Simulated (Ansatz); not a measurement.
# BrS: the cost of one run

Program: Ansatz 0.2.0, Gaussian basis. Level of theory: def2-QZVPP, all electrons in the functionals, frozen cores in the correlation of double hybrids and RPA. These are calculated values, not measurements.

Plan: PBE, BLYP, r2SCAN, B97M-V, PBE0, B3LYP, wB97M-V, B2PLYP, at charge 1, singlet; charge 1, triplet.

4 further runs of the same task are left out: 4 set aside as unsound or not needed.

### Step 1. The geometry

The geometry is a PBE0/def2-TZVP stationary point (not a proven minimum). No spin-orbit coupling is included. The filled d shell of Br may be among the frozen orbitals whatever the setting's name suggests; the logs give the count.

2 atoms, charge 1, spin multiplicity 1.

Atoms are counted from 1 here; the program's logs count them from 0.

Bond lengths: S1–Br2 2.019 Å.

Geometry (Å):

```
S     0.0000    0.0000    0.0000
Br    0.0000    0.0000    2.0193
```

No dispersion term is added; B97M-V, wB97M-V hold VV10 nonlocal correlation. B3LYP takes the VWN-RPA correlation.

The geometry shown and the zero of energy belong to the point charge 1, singlet. The yardstick, RCCSD(T), and other wave-function levels (R restricted, U unrestricted, valence and pair active spaces) come from earlier runs.

### Step 2. PBE, charge 1, singlet

Input file in.yaml:

```yaml
crystal:
  periodic: [false, false, false]
  atoms:
    - {symbol: S, position_ang: [0.000000, 0.000000, 0.000000]}
    - {symbol: Br, position_ang: [0.000000, 0.000000, 2.019300]}
basis:
  gaussian: {orbitals: "def2-QZVPP.json"}
total_charge: 1
magnetization: {spin_polarized: true, initial_magnetization: 0}
hamiltonian: {xc: {name: PBE}}
output: {orbitals: {seedname: orbitals}}
```

Launch:

```console
$ ansatz run in.yaml --threads 1 --pin off --events-out ev --progress --plain --max-ram 2393MiB
```

**Question.** How long does this run take on 1 thread of Arm Neoverse V1, shared host, and how much memory does it need?

About 23 s, with a peak of 0.31 GiB.
